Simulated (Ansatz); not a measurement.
## H3SSb, SMILES [SH][SbH2]: a relaxed scan of one distance, step by step

With Ansatz 0.2.0 through its Python package.

Run as a notebook:

In [1]:
```python
import ansatz as az
import numpy as np
```

In [2]:
```python
geometry_ang = [
    ('S', (0.9747, -0.7271, 1.031)),
    ('Sb', (-0.0095, 0.325, -1.0128)),
    ('H', (0.3384, -1.9364, 0.6966)),
    ('H', (-1.5555, 0.3209, -0.3357)),
    ('H', (0.3019, 1.9439, -0.4205)),
]
molecule = az.Crystal.molecule()
for symbol, xyz in geometry_ang:
    molecule = molecule.atom(symbol, xyz)

job = molecule.calculation().basis(gaussian='def2-SVP').functional('pbe0', dispersion='d4')
symbols = [site.symbol for site in molecule.cartesian_sites]
pairs = [(0, 1), (0, 2), (1, 3), (1, 4)]
print('held (A)   E (eV)        ', '  '.join(f'{symbols[i]}{i}-{symbols[j]}{j}' for i, j in pairs))
for length in [1.29, 1.41, 1.52, 1.69, 1.9]:
    data = job.relax(constraints=[az.DistanceConstraint((0, 2), at=length)], force_tolerance=0.02, max_steps=60).run().report
    xyz = np.array(data['positions_ang'])
    print(f'{length:6.2f} {data["free_energy_ev"]:14.5f}  ', '  '.join(f'{np.linalg.norm(xyz[i] - xyz[j]):.3f}' for i, j in pairs))
```
```text
held (A)   E (eV)         S0-Sb1  S0-H2  Sb1-H3  Sb1-H4
DeckWarning: relax.constraints: the input's atoms, or those drawn, lie off the distances that are held; a relaxation that starts there is brought onto them ahead of its first SCF, by positions alone, an atom by 5.84e-2 Å at the most. With the symmetry detection on, the symmetry is detected on the input's atoms as so [...]
  1.29   -17414.78120   2.452  1.290  1.717  1.717
  1.41   -17414.79294   2.452  1.410  1.718  1.717
  1.52   -17414.54681   2.452  1.520  1.719  1.718
  1.69   -17413.93996   2.453  1.690  1.718  1.718
  1.90   -17413.08822   2.449  1.900  1.719  1.719
```

Caveats:
- Total energies depend on the basis set; only differences at equal settings carry meaning.
- Warnings are shown shortened and without file and line.
- The energies are electronic: no zero-point or thermal terms, and the basis set is short of its limit.
- def2 sets replace the cores of elements past krypton by effective core potentials.
- Wall time of the script: 74 s on 1 thread of Intel(R) Xeon(R) Platinum 8488C (Sapphire Rapids), with other jobs on the host, peak memory 0.21 GiB.

(Lines on the test bed's own set-up are left out of the output.)
